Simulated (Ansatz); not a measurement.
# CH6OSSi: the cost of one run

Program: Ansatz 0.2.0. Level of theory: RKS PBE/def2-SVP. These are calculated values, not measurements.

### 1 The system as given

Bond lengths: O1–C2 1.408 Å, C2–Si3 1.856 Å, Si3–S4 2.237 Å, O1–H5 1.031 Å, C2–H6 1.112 Å, C2–H7 1.071 Å, Si3–H8 1.434 Å, Si3–H9 1.547 Å, S4–H10 1.345 Å. Angles: O1–C2–Si3 114.5°, O1–C2–H6 107.1°, O1–C2–H7 110.2°, Si3–C2–H6 110.0°, Si3–C2–H7 108.1°, H6–C2–H7 106.6°, C2–O1–H5 106.5°, C2–Si3–S4 108.8°, C2–Si3–H8 113.7°, C2–Si3–H9 110.0°, S4–Si3–H8 107.8°, S4–Si3–H9 106.3°, H8–Si3–H9 110.0°, Si3–S4–H10 90.8°.

Structure file:

```xyz
10

O    -0.7899    0.8751   -1.1901
C    -0.5875    0.6828    0.1896
Si    0.2570   -0.9106    0.6304
S     2.2391   -0.9863   -0.4048
H    -1.2543    1.7893   -1.2933
H     0.0116    1.5449    0.5547
H    -1.5229    0.7189    0.7092
H    -0.4811   -2.0789    0.2487
H     0.5590   -0.9485    2.1474
H     1.6520   -0.7379   -1.5889
```

### 2 End point A

input.yaml reads:

```yaml
crystal:
  periodic: [false, false, false]
  atoms:
    - { symbol: O, position_ang: [-0.7899, 0.8751, -1.1901] }
    - { symbol: C, position_ang: [-0.5875, 0.6828, 0.1896] }
    - { symbol: Si, position_ang: [0.257, -0.9106, 0.6304] }
    - { symbol: S, position_ang: [2.2391, -0.9863, -0.4048] }
    - { symbol: H, position_ang: [-1.2543, 1.7893, -1.2933] }
    - { symbol: H, position_ang: [0.0116, 1.5449, 0.5547] }
    - { symbol: H, position_ang: [-1.5229, 0.7189, 0.7092] }
    - { symbol: H, position_ang: [-0.4811, -2.0789, 0.2487] }
    - { symbol: H, position_ang: [0.559, -0.9485, 2.1474] }
    - { symbol: H, position_ang: [1.652, -0.7379, -1.5889] }
basis:
  gaussian: { orbitals: def2-SVP }
hamiltonian:
  xc: pbe
relax:
  f_tol: 0.015
  max_steps: 40
```

Launch:

```sh
$ ansatz run input.yaml --threads 2 --pin off --max-ram 3072MiB --backend cpu --events-out ev --progress --plain --runs-dir out
```

**Question.** How long does this run take on 2 threads of Arm Neoverse V2, shared host, and how much memory does it need?

About 21 s, with a peak of 0.14 GiB.
